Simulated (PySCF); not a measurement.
# C3H6Se: the cost of one run

The runs use PySCF 2.14.0, with density-fitted response routines of our own; the level of theory stands in each step. All values are computed, except where a source is named. Atoms count from 0, in the outputs and in this text.

## Step 1: The molecule as given

10 atoms, charge 0, multiplicity 1; geometry from: GFN2-xTB. The atoms were then displaced at random by about 0.01 Å, so the start is not that level's minimum.

Bonds of the start (Å): C0–C1 1.32, C1–C2 1.48, C2–Se3 2.04, C0–H4 1.10, C0–H5 1.06, C1–H6 1.09, C2–H7 1.10, C2–H8 1.06, Se3–H9 1.45.

## Step 2: Geometry optimisation at PBE0-D3(BJ)/def2-SVP

What the job is given:

```
{"job": {"xc": "PBE0", "basis": "def2-SVP", "d3": "d3bj", "grid": 1, "shake": 0.01, "kind": "geom"}, "charge": 0, "multiplicity": 1}
C     -1.181860    -0.992820     0.197220
C     -0.338930    -0.086320     0.647310
C      0.276470     0.958660    -0.200980
Se     2.278760     0.615290    -0.434760
H     -1.524820    -0.976260    -0.847330
H     -1.644000    -1.709440     0.829880
H     -0.012160    -0.101150     1.685730
H      0.282620     1.949000     0.277680
H     -0.146150     1.020720    -1.168500
H      2.060510    -0.698610    -1.007300
```

The run is started by

```
OMP_NUM_THREADS=1 python probes_run.py task.json out
```

This one command runs all jobs of the session in turn.

**Question.** How long does this first job take on 1 thread of Arm Neoverse V2, shared host, and how much memory does it need?

About 29 s, with a peak of 0.42 GiB.
